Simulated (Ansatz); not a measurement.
# CH6Sn (SMILES [CH3][SnH3]) at BHLYP/def2-SVP (core potential)

Aim: the electronic atomisation energy of CH6Sn at BHLYP/def2-SVP (core potential), from 4 runs. 

Program for the calculation: Ansatz 0.2.0.

42 further runs of the same task are left out: 1 that didn't finish, 41 set aside as unsound or not needed.

**1. The system as given**

CH6Sn has 8 atoms, charge 0, and is taken as a singlet. SMILES: `[CH3][SnH3]`. The coordinates come from a PBE0-D4/def2-TZVP relaxation.

Bond lengths: C1–Sn2 2.140 Å, C1–H3 1.090 Å, C1–H4 1.090 Å, C1–H5 1.090 Å, Sn2–H6 1.709 Å, Sn2–H7 1.709 Å, Sn2–H8 1.709 Å. Some angles: C1–Sn2–H6 110.1°, C1–Sn2–H7 110.1°, C1–Sn2–H8 110.1°, Sn2–C1–H3 110.0°, Sn2–C1–H4 110.0°, Sn2–C1–H5 110.0°, H6–Sn2–H7 108.8°, H6–Sn2–H8 108.8°, H7–Sn2–H8 108.8°, H3–C1–H4 109.0°.

**2. A single-point energy at BHLYP/def2-SVP (core potential)**

job.yaml reads:

```yaml
crystal:
  periodic: [false, false, false]
  atoms:
    - {symbol: C, position_ang: [1.094500, 0.367400, -0.110600]}
    - {symbol: Sn, position_ang: [-0.919400, -0.329100, 0.082100]}
    - {symbol: H, position_ang: [1.300500, 0.627700, -1.148800]}
    - {symbol: H, position_ang: [1.789300, -0.411200, 0.204000]}
    - {symbol: H, position_ang: [1.244600, 1.249200, 0.512300]}
    - {symbol: H, position_ang: [-2.012000, 0.886800, -0.417500]}
    - {symbol: H, position_ang: [-1.156700, -1.716400, -0.887800]}
    - {symbol: H, position_ang: [-1.248700, -0.731500, 1.710400]}
basis:
  gaussian: {orbitals: def2-SVP}
accuracy: high
hamiltonian: {xc: {name: BHLYP}}
output: {orbitals: {seedname: orbitals}}
```

Command:

```console
$ ansatz run job.yaml --threads 1 --pin off --max-ram 3480MiB --events-out events.jsonl --progress --plain --runs-dir runs
```

Log:

```text
Warning: RAYON_NUM_THREADS=1 ignored (pool sized by the plan → 1); use --threads N
Functional definition: BHLYP
  name "BHLYP"
  parameter a = 0.5
  exchange = (1 - a)*b88_x + a*exact_x
  correlation = lyp_c
1743 factors; integrals over basis functions are off by at most 3.0e-9 eV
mean field evaluation 1: about -6958.8224 eV, gradient 3.4e1 eV
mean field evaluation 2: about -6959.0901 eV, gradient 3.1e1 eV
mean field evaluation 4: about -6961.6622 eV, gradient 1.3e0 eV
mean field evaluation 8: about -6961.8649 eV, gradient 9.2e-2 eV
mean field evaluation 16: about -6961.8649 eV, gradient 6.1e-6 eV
mean field -6961.86487553 eV, -255.8438152542 hartree, gradient 7.6e-8 eV, S^2 0.000000; 0 other end points of the search recorded, 0 dependent functions left out
reference -6961.86490386 eV, -255.8438162955 hartree; 17, 17 occupied and 53, 53 virtual orbitals, 1743 factors
Total energy: -6961.86490386 eV, -255.8438162955 hartree
```

Run time: 4.5 s. Hardware: 1 thread of Arm Neoverse V2, shared host; peak memory 0.21 GiB.

**3. The C atom**

job.yaml reads:

```yaml
crystal:
  periodic: [false, false, false]
  atoms:
    - {symbol: C, position_ang: [0.000000, 0.000000, 0.000000]}
basis:
  gaussian:
    orbitals: def2-SVP
magnetization:
  spin_polarized: true
  initial_magnetization: 2
hamiltonian:
  xc: {name: BHLYP}
accuracy: high
```

Run the same way, it converges to -37.80198 Eh (log not shown).

**4. The H atom, same level**

input.yaml reads:

```yaml
crystal:
  periodic: [false, false, false]
  atoms:
    - {symbol: H, position_ang: [0.000000, 0.000000, 0.000000]}
basis:
  gaussian: {orbitals: def2-SVP}
magnetization: {spin_polarized: true, initial_magnetization: 1}
hamiltonian: {xc: {name: BHLYP}}
accuracy: high
```

Command:

```console
$ ansatz run input.yaml --threads 1 --pin off --max-ram 3480MiB --events-out events.jsonl --progress --plain --runs-dir runs
```

Log:

```text
Warning: RAYON_NUM_THREADS=1 ignored (pool sized by the plan → 1); use --threads N
[... 5 set-up lines as earlier in the session ...]
15 factors; integrals over basis functions are off by at most 8.9e-10 eV
mean field evaluation 1: about -13.5381 eV, gradient 8.2e-1 eV
mean field evaluation 2: about -13.5467 eV, gradient 1.5e-1 eV
mean field evaluation 4: about -13.5469 eV, gradient 9.3e-5 eV
mean field evaluation 8: about -13.5469 eV, gradient 3.4e-11 eV
mean field -13.54689866 eV, -0.4978393432 hartree, gradient 1.0e-10 eV, S^2 0.750000; 0 other end points of the search recorded, 0 dependent functions left out
reference -13.54691167 eV, -0.4978398215 hartree; 1, 0 occupied and 4, 5 virtual orbitals, 15 factors
Total energy: -13.54691167 eV, -0.4978398215 hartree
```

It took 0.1 s on 1 thread of Arm Neoverse V2, shared host.

**5. The Sn atom at the same level**

input.yaml reads:

```yaml
crystal:
  periodic: [false, false, false]
  atoms:
    - {symbol: Sn, position_ang: [0.000000, 0.000000, 0.000000]}
basis:
  gaussian:
    orbitals: def2-SVP
magnetization:
  spin_polarized: true
  initial_magnetization: 2
hamiltonian:
  xc: {name: BHLYP}
accuracy: high
```

Run the same way, it converges to -214.18391 Eh (log not shown).

**6. Summary of results**

At BHLYP/def2-SVP (core potential):

| quantity | value |
| --- | --- |
| molecule: total energy | -255.84382 Eh |
| molecule: HOMO energy | -9.46 eV |
| molecule: LUMO energy | 1.48 eV |
| molecule: HOMO–LUMO gap | 10.94 eV |
| C atom: total energy | -37.80198 Eh |
| C atom: ⟨S²⟩ | 2.003 |
| H atom: total energy | -0.49784 Eh |
| H atom: ⟨S²⟩ | 0.750 |
| Sn atom: total energy | -214.18391 Eh |
| Sn atom: ⟨S²⟩ | 2.003 |
| electronic atomisation energy | 23.698 eV |

In words: Taking the molecule apart into free atoms costs 23.70 eV (2287 kJ/mol), before zero-point energy and without spin-orbit coupling.
